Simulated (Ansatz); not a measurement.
# Al36N36, 72 atoms: tuning a run for speed

Wanted: the time that a single point at PBE takes for Al36N36, and which launch flags, input keys and shares of the machine shorten it.

Program: Ansatz 0.2.0 (single point, PBE, plane waves PAW). Host: AMD EPYC 7R13 (Zen 3), 96 cores, 96 hardware threads, 1656 GiB, 8 × H100 80GB HBM3, 81559 MiB; it was booked for these runs alone, one at a time. Each run is timed once from launch to exit, start-up included.

### 1 The job

The cell holds 72 atoms in 765 Å³, 3×3×2 copies of a database cell, with the atoms displaced at random so that no symmetry is left.

### 2 First run

input.yaml reads:

```yaml
crystal:
  lattice:
    - [9.385764, 0.000000, 0.000000]
    - [-4.692882, 8.128311, 0.000000]
    - [0.000000, 0.000000, 10.033910]
  atoms:
    - { symbol: Al, position: [0.222626, 0.116438, 0.245931] }
    - { symbol: Al, position: [0.115340, 0.221118, 0.498601] }
    - { symbol: "N", position: [0.230319, 0.111782, 0.440185] }
    - { symbol: "N", position: [0.114220, 0.227025, 0.190234] }
    - { symbol: Al, position: [0.224728, 0.106961, 0.748181] }
    - { symbol: Al, position: [0.109244, 0.216544, 0.993630] }
    - { symbol: "N", position: [0.215289, 0.110094, 0.939669] }
    - { symbol: "N", position: [0.109746, 0.222517, 0.685032] }
    - { symbol: Al, position: [0.221884, 0.445459, 0.252638] }
    - { symbol: Al, position: [0.107505, 0.553852, 0.491610] }
    - { symbol: "N", position: [0.220076, 0.435083, 0.434698] }
    - { symbol: "N", position: [0.115805, 0.546173, 0.193540] }
    - { symbol: Al, position: [0.223620, 0.443113, 0.751475] }
    - { symbol: Al, position: [0.113359, 0.560011, 0.998725] }
    - { symbol: "N", position: [0.219698, 0.441868, 0.936424] }
    - { symbol: "N", position: [0.110920, 0.552207, 0.694616] }
    - { symbol: Al, position: [0.214255, 0.773116, 0.245844] }
    - { symbol: Al, position: [0.102192, 0.896996, 0.490043] }
    - { symbol: "N", position: [0.221015, 0.775539, 0.446958] }
    - { symbol: "N", position: [0.102650, 0.893457, 0.187441] }
    - { symbol: Al, position: [0.221561, 0.774918, 0.752197] }
    - { symbol: Al, position: [0.106263, 0.888553, 1.001052] }
    - { symbol: "N", position: [0.230065, 0.767527, 0.946436] }
    - { symbol: "N", position: [0.115151, 0.886828, 0.691572] }
    - { symbol: Al, position: [0.553570, 0.118129, 0.250479] }
    - { symbol: Al, position: [0.443526, 0.221250, 0.498847] }
    - { symbol: "N", position: [0.554803, 0.107365, 0.448562] }
    - { symbol: "N", position: [0.436300, 0.206855, 0.189867] }
    - { symbol: Al, position: [0.554931, 0.112698, 0.748828] }
    - { symbol: Al, position: [0.443813, 0.223639, 1.003504] }
    - { symbol: "N", position: [0.553646, 0.109522, 0.948092] }
    - { symbol: "N", position: [0.446703, 0.218023, 0.699621] }
    - { symbol: Al, position: [0.558862, 0.441934, 0.244962] }
    - { symbol: Al, position: [0.445716, 0.552009, 0.495428] }
    - { symbol: "N", position: [0.550032, 0.442287, 0.444772] }
    - { symbol: "N", position: [0.442597, 0.549379, 0.193023] }
    - { symbol: Al, position: [0.555836, 0.448041, 0.754434] }
    - { symbol: Al, position: [0.443725, 0.554938, 0.999462] }
    - { symbol: "N", position: [0.550720, 0.447295, 0.945827] }
    - { symbol: "N", position: [0.445185, 0.554544, 0.689320] }
    - { symbol: Al, position: [0.552229, 0.774352, 0.248046] }
    - { symbol: Al, position: [0.440856, 0.887025, 0.493356] }
    - { symbol: "N", position: [0.557048, 0.777987, 0.435762] }
    - { symbol: "N", position: [0.434650, 0.888856, 0.194757] }
    - { symbol: Al, position: [0.552429, 0.775719, 0.747378] }
    - { symbol: Al, position: [0.447229, 0.884985, 1.003573] }
    - { symbol: "N", position: [0.554264, 0.781719, 0.940486] }
    - { symbol: "N", position: [0.443458, 0.882589, 0.687617] }
    - { symbol: Al, position: [0.887776, 0.113922, 0.250620] }
    - { symbol: Al, position: [0.774808, 0.223969, 0.503579] }
    - { symbol: "N", position: [0.888256, 0.109240, 0.438787] }
    - { symbol: "N", position: [0.781232, 0.224517, 0.186650] }
    - { symbol: Al, position: [0.890487, 0.109065, 0.746649] }
    - { symbol: Al, position: [0.783061, 0.225722, 0.996754] }
    - { symbol: "N", position: [0.889227, 0.113248, 0.937807] }
    - { symbol: "N", position: [0.777264, 0.225064, 0.683224] }
    - { symbol: Al, position: [0.890285, 0.447593, 0.251654] }
    - { symbol: Al, position: [0.772060, 0.556913, 0.496201] }
    - { symbol: "N", position: [0.891318, 0.447021, 0.441219] }
    - { symbol: "N", position: [0.774516, 0.553037, 0.193761] }
    - { symbol: Al, position: [0.885059, 0.446557, 0.751682] }
    - { symbol: Al, position: [0.776590, 0.565761, 0.999923] }
    - { symbol: "N", position: [0.898037, 0.435852, 0.931412] }
    - { symbol: "N", position: [0.781962, 0.558267, 0.689112] }
    - { symbol: Al, position: [0.888661, 0.769667, 0.247136] }
    - { symbol: Al, position: [0.773373, 0.887944, 0.503176] }
    - { symbol: "N", position: [0.889115, 0.779362, 0.437573] }
    - { symbol: "N", position: [0.775924, 0.889367, 0.189231] }
    - { symbol: Al, position: [0.894279, 0.774045, 0.757182] }
    - { symbol: Al, position: [0.773598, 0.893405, 0.996561] }
    - { symbol: "N", position: [0.895913, 0.778359, 0.941944] }
    - { symbol: "N", position: [0.780951, 0.886183, 0.686203] }
kpoints:
  mp_grid: { grid: [3, 3, 2] }
hamiltonian:
  xc: pbe
  pseudopotentials: { azcp: { folder: soft_1 } }
scf:
  occupations: { method: fixed }
output: { forces: true, stress: true }
```

Started as:

```
ansatz run input.yaml --backend cuda --devices 1 --events-out ev --progress --plain --runs-dir out
```

### 3 Change: f 4

input.yaml: that of step 2 with these lines changed.

```diff
@@ -81,3 +81,3 @@
 hamiltonian:
-  xc: pbe
+  xc: r2scan
   pseudopotentials: { azcp: { folder: soft_1 } }
```

### 4 Change: f 8

input.yaml: that of step 3 with these lines changed.

```diff
@@ -81,6 +81,7 @@
 hamiltonian:
-  xc: r2scan
-  pseudopotentials: { azcp: { folder: soft_1 } }
+  xc: pbe
+  pseudopotentials: { kind: paw_fr, azcp: { folder: soft_1 } }
+magnetization: { noncollinear: true, spin_orbit: true }
 scf:
   occupations: { method: fixed }
-output: { forces: true, stress: true }
+output: { eigenvalues: true }
```

### 5 Change: f 20

input.yaml: that of step 4 with these lines changed.

```diff
@@ -82,6 +82,5 @@
   xc: pbe
-  pseudopotentials: { kind: paw_fr, azcp: { folder: soft_1 } }
-magnetization: { noncollinear: true, spin_orbit: true }
+  pseudopotentials: { kind: all_electron, lapw: {} }
 scf:
   occupations: { method: fixed }
-output: { eigenvalues: true }
+output: { forces: true, stress: true }
```

### 6 Change: f 30

input.yaml: that of step 5 with these lines changed.

```diff
@@ -81,4 +81,4 @@
 hamiltonian:
-  xc: pbe
-  pseudopotentials: { kind: all_electron, lapw: {} }
+  xc: hse06
+  pseudopotentials: { azcp: { folder: soft_1 } }
 scf:
```

### 7 Change: f 30

input.yaml: that of step 6 with these lines changed.

```diff
@@ -81,3 +81,3 @@
 hamiltonian:
-  xc: hse06
+  xc: pbe0
   pseudopotentials: { azcp: { folder: soft_1 } }
```

(Steps that only read results are left out.)

Q: Predict the timings and the best choice. Wanted: reference; best change; worst change.

As calculated:

| quantity | value |
| --- | --- |
| reference | 2.4 s on 1 GPU, 48 threads |
| best change | none beyond the noise |
| worst change | f 20: 22 times as slow |

What this shows: Changes under about 13 % are taken as noise (0.3 s of jitter at start-up on so short a run). No change beats the defaults here. f 20 costs most. The figures hold for this build, input and host.
